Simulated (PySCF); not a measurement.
# C5H7B: the cost of one run

Computed with PySCF 2.14.0, with density-fitted response routines of our own, on a single molecule in the gas phase. Atoms are numbered from 0 throughout.

## Step 1: Starting geometry

13 atoms, charge 0, multiplicity 1; geometry from: GFN2-xTB. The atoms were then displaced at random by about 0.01 Å, so the start is not that level's minimum.

Bonds of the start (Å): B0–C1 1.72, C1–C2 1.43, C2–C3 1.35, C3–C4 1.37, C4–C5 1.42, C5–C1 1.47, B0–H6 1.17, B0–H7 1.16, C1–H8 1.10, C2–H9 1.08, C3–H10 1.10, C4–H11 1.07, C5–H12 1.07.

## Step 2: Geometry optimisation at PBE0-D3(BJ)/def2-SVP

What the job is given:

```
{"job": {"xc": "PBE0", "basis": "def2-SVP", "d3": "d3bj", "grid": 1, "shake": 0.01, "kind": "geom"}, "charge": 0, "multiplicity": 1}
B      1.449310     0.035710    -0.432070
C      0.443330    -0.233510     0.934190
C     -0.596450    -1.129530     0.544610
C     -1.396190    -0.494850    -0.344140
C     -0.992330     0.796770    -0.546280
C      0.177640     1.027220     0.227800
H      2.536010     0.414330    -0.222530
H      1.206680    -0.533260    -1.416380
H      1.026200    -0.314510     1.857700
H     -0.648500    -2.155230     0.881240
H     -2.276370    -0.957580    -0.825820
H     -1.426360     1.524670    -1.194980
H      0.502850     2.002890     0.526330
```

Run with:

```sh
> OMP_NUM_THREADS=1 python probes_run.py task.json out
```

This one command runs all jobs of the session in turn.

Q: Estimate the wall time and peak memory of this first job on 1 thread of Intel Xeon 6975P-C, shared host.

About 29 s, with a peak of 0.49 GiB.
